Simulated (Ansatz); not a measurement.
# BFH₂Zn: how energies converge with the basis set

The task here is to estimate one member of a computed series from the others.

Method: one geometry, several basis sets; program: Ansatz 0.2.0, Gaussian basis.

Plan: PBE0-D4/def2-SVP; ωB97M-V/def2-SVP; PBE0-D4/def2-QZVPP; ωB97M-V/def2-QZVPP; the functionals' def2-TZVPP values are taken from earlier runs.

### The geometry

An earlier PBE0-D4 in a triple-zeta def2 set relaxation fixed the geometry.

SMILES `[BH2][Zn][F]`, 5 atoms, charge 0, spin multiplicity 1.

Atoms are counted from 1 here; the program's logs count them from 0.

Bond lengths: B1–Zn2 2.033 Å, B1–H4 1.195 Å, B1–H5 1.195 Å, Zn2–F3 1.760 Å. Angles: Zn2–B1–H4 121.5°, Zn2–B1–H5 121.5°, H4–B1–H5 117.0°, B1–Zn2–F3 180.0°.

Set-up of the first run:

File in.yaml:

```yaml
crystal:
  periodic: [false, false, false]
  atoms:
    - {symbol: B, position_ang: [-0.657521, 0.440247, -0.439240]}
    - {symbol: Zn, position_ang: [0.825024, -0.570246, 0.517770]}
    - {symbol: F, position_ang: [2.108362, -1.444964, 1.346337]}
    - {symbol: H, position_ang: [-1.577563, -0.131479, -0.944971]}
    - {symbol: H, position_ang: [-0.648402, 1.632841, -0.521397]}
basis:
  gaussian: {orbitals: def2-SVP}
hamiltonian: {xc: pbe0, dispersion: d4}
output: {orbitals: {seedname: orbitals}}
```

Started as:

```sh
$ ansatz run in.yaml --threads 2 --pin off --events-out ev --progress --plain --max-ram 4352MiB
```

Among the steps run: PBE0-D4 in def2-SVP; ωB97M-V in def2-SVP; PBE0-D4 in def2-QZVPP; ωB97M-V in def2-QZVPP.

One of the session's tables, all rows but one given; the rest of the session is left out.

It belongs to the step «Density functionals: the series». 

| functional | basis | HOMO (eV) | LUMO (eV) |
| --- | --- | --- | --- |
| PBE0-D4 | def2-SVP | -8.16 | -2.72 |
| PBE0-D4 | def2-TZVPP | ? | ? |
| PBE0-D4 | def2-QZVPP | -8.37 | -2.92 |
| ωB97M-V | def2-SVP | -10.30 | -0.60 |
| ωB97M-V | def2-TZVPP | -10.59 | -1.00 |
| ωB97M-V | def2-QZVPP | -10.56 | -1.03 |

Q: Estimate the row for PBE0-D4, def2-TZVPP from the others.

The run gave: HOMO (eV): -8.41; LUMO (eV): -2.94. In the column «HOMO (eV)» it lies between ωB97M-V, def2-SVP (-10.30) and PBE0-D4, def2-QZVPP (-8.37).
